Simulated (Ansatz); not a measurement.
# U-wB97M-V/def2-SVP run of C2H4NOSi (SMILES C[SiH]N=C=O)

What is the vertical doublet–quartet gap of C2H4NOSi at U-wB97M-V/def2-SVP? 

The results are computed with Ansatz 0.2.0.

104 further runs of the same task are left out: 104 set aside as unsound or not needed.

## (1) The structure to begin with

The species is C2H4NOSi (9 atoms), meant as a doublet with charge 0. SMILES: `C[SiH]N=C=O`. The coordinates come from a PBE0-D4/def2-TZVP relaxation. This is one conformer, not always the lowest.

Bond lengths: C1–Si2 1.865 Å, Si2–N3 1.715 Å, N3–C4 1.195 Å, C4–O5 1.166 Å, C1–H6 1.094 Å, C1–H7 1.091 Å, C1–H8 1.092 Å, Si2–H9 1.490 Å. Some angles: C1–Si2–N3 109.4°, Si2–N3–C4 161.1°, N3–C4–O5 178.3°, C1–Si2–H9 111.9°, N3–Si2–H9 107.3°, Si2–C1–H6 110.2°, Si2–C1–H7 111.1°, Si2–C1–H8 110.1°, H6–C1–H7 108.5°, H6–C1–H8 108.5°.

## (2) A single-point energy at U-wB97M-V/def2-SVP

Input file molecule.yaml:

```yaml
crystal:
  periodic: [false, false, false]
  atoms:
    - {symbol: C, position_ang: [-0.230800, 0.936500, 1.233300]}
    - {symbol: Si, position_ang: [-0.019100, 0.717300, -0.606900]}
    - {symbol: N, position_ang: [0.147000, -0.951200, -0.966600]}
    - {symbol: C, position_ang: [-0.027700, -2.022300, -1.465700]}
    - {symbol: O, position_ang: [-0.174100, -3.081100, -1.930900]}
    - {symbol: H, position_ang: [0.625000, 0.510600, 1.765400]}
    - {symbol: H, position_ang: [-1.138100, 0.442600, 1.585600]}
    - {symbol: H, position_ang: [-0.298200, 1.998600, 1.479400]}
    - {symbol: H, position_ang: [1.204500, 1.402700, -1.110500]}
basis:
  gaussian: {orbitals: def2-SVP}
magnetization: {spin_polarized: true, initial_magnetization: 1}
hamiltonian: {xc: {name: wB97M-V}}
accuracy: high
output: {orbitals: {seedname: orbitals}}
```

The run is started by

```console
$ ansatz run molecule.yaml --threads 1 --pin off --max-ram 3480MiB --events-out events.jsonl --progress --plain --runs-dir runs
```

Standard output:

```text
Warning: RAYON_NUM_THREADS=1 ignored (pool sized by the plan → 1); use --threads N
Functional definition: wB97M-V
  name "wB97M-V"
  parameter omega = 0.3/bohr
  parameter cx = 0.15
  parameter cx01 = 1.007
  parameter cx10 = 0.259
  parameter css00 = 0.443
  parameter css04 = -1.437
  parameter css10 = -4.535
  parameter css20 = -3.390
  parameter css43 = 4.278
  parameter cos00 = 1.000
  parameter cos10 = 1.358
  parameter cos20 = 2.924
  parameter cos21 = -8.812
  parameter cos60 = -1.390
  parameter cos61 = 9.142
  parameter b = 6.0
  parameter c = 0.01
  gx(w, u) = 1 - cx + cx01*u + cx10*w
  gss(w, u) = css00 + css04*u^4 + css10*w + css20*w^2 + css43*w^4*u^3
  gos(w, u) = cos00 + cos10*w + (cos20 + cos21*u)*w^2 + (cos60 + cos61*u)*w^6
  exchange = spin_sum(e_x_unif_sr(omega)*gx(b97_w, b97_u_x)) + cx*exact_x_sr(omega) + exact_x_lr(omega)
  correlation = spin_sum(e_c_pw_mod_same_spin*gss(b97_w, b97_u_same))
      + integral(e_c_pw_mod_opposite_spin*gos(b97_w_opposite, b97_u_opposite)) + vv10(b, c)
2091 factors; integrals over basis functions are off by at most 3.8e-9 eV
385 factors; integrals over basis functions are off by at most 1.6e-9 eV
mean field evaluation 1: about -13538.8696 eV, gradient 3.6e1 eV
mean field evaluation 2: about -13539.8162 eV, gradient 3.4e1 eV
mean field evaluation 4: about -13544.0357 eV, gradient 1.8e0 eV
mean field evaluation 8: about -13544.2045 eV, gradient 1.7e-1 eV
mean field evaluation 16: about -13544.2049 eV, gradient 3.7e-4 eV
mean field -13544.20489042 eV, -497.7403491312 hartree, gradient 8.4e-8 eV, S^2 0.751494; 0 other end points of the search recorded, 0 dependent functions left out
reference -13544.20489437 eV, -497.7403492763 hartree; 23, 22 occupied and 71, 72 virtual orbitals, 2091 factors
Total energy: -13544.20489437 eV, -497.7403492763 hartree
```

It took 2.2 min on 1 thread of Arm Neoverse V1, shared host; peak memory 1.1 GiB.

## (3) The quartet

Input file input.yaml:

```yaml
crystal:
  periodic: [false, false, false]
  atoms:
    - symbol: C
      position_ang: [-0.230800, 0.936500, 1.233300]
    - symbol: Si
      position_ang: [-0.019100, 0.717300, -0.606900]
    - symbol: N
      position_ang: [0.147000, -0.951200, -0.966600]
    - symbol: C
      position_ang: [-0.027700, -2.022300, -1.465700]
    - symbol: O
      position_ang: [-0.174100, -3.081100, -1.930900]
    - symbol: H
      position_ang: [0.625000, 0.510600, 1.765400]
    - symbol: H
      position_ang: [-1.138100, 0.442600, 1.585600]
    - symbol: H
      position_ang: [-0.298200, 1.998600, 1.479400]
    - symbol: H
      position_ang: [1.204500, 1.402700, -1.110500]
basis:
  gaussian: {orbitals: def2-SVP}
total_charge: 0
magnetization: {spin_polarized: true, initial_magnetization: 3}
hamiltonian: {xc: {name: wB97M-V}}
accuracy: high
output: {orbitals: {seedname: orbitals}}
```

The run is started by

```console
$ ansatz run input.yaml --threads 1 --pin off --max-ram 3480MiB --events-out events.jsonl --progress --plain --runs-dir runs
```

Standard output, cut to the lines that bear on the results:

```text
Warning: RAYON_NUM_THREADS=1 ignored (pool sized by the plan → 1); use --threads N
Functional definition: wB97M-V
  name "wB97M-V"
[...]
  gx(w, u) = 1 - cx + cx01*u + cx10*w
  gss(w, u) = css00 + css04*u^4 + css10*w + css20*w^2 + css43*w^4*u^3
  gos(w, u) = cos00 + cos10*w + (cos20 + cos21*u)*w^2 + (cos60 + cos61*u)*w^6
[...]
      + integral(e_c_pw_mod_opposite_spin*gos(b97_w_opposite, b97_u_opposite)) + vv10(b, c)
2091 factors; integrals over basis functions are off by at most 3.8e-9 eV
385 factors; integrals over basis functions are off by at most 1.6e-9 eV
[...]
mean field -13537.15294373 eV, -497.4811948703 hartree, gradient 8.5e-8 eV, S^2 3.755659; 4 other end points of the search recorded, 0 dependent functions left out
reference -13537.15294769 eV, -497.4811950157 hartree; 24, 21 occupied and 70, 73 virtual orbitals, 2091 factors
Total energy: -13537.15294769 eV, -497.4811950157 hartree
```

Run time: 7.7 min. Hardware: 1 thread of Arm Neoverse V1, shared host; peak memory 1.1 GiB.

## (4) Outcome

Level: U-wB97M-V/def2-SVP.

| quantity | value |
| --- | --- |
| doublet: total energy | -497.74035 Eh |
| doublet: HOMO energy (highest over α and β) | -7.63 eV |
| doublet: LUMO energy (lowest over α and β) | -0.65 eV |
| doublet: ⟨S²⟩ | 0.751 |
| quartet: total energy | -497.48120 Eh |
| quartet: HOMO energy (highest over α and β) | -3.66 eV |
| quartet: LUMO energy (lowest over α and β) | -3.40 eV |
| quartet: ⟨S²⟩ | 3.756 |
| vertical energy of the quartet above the doublet | 7.052 eV |

At this shape the quartet lies 7.05 eV (163 kcal/mol) above the doublet.
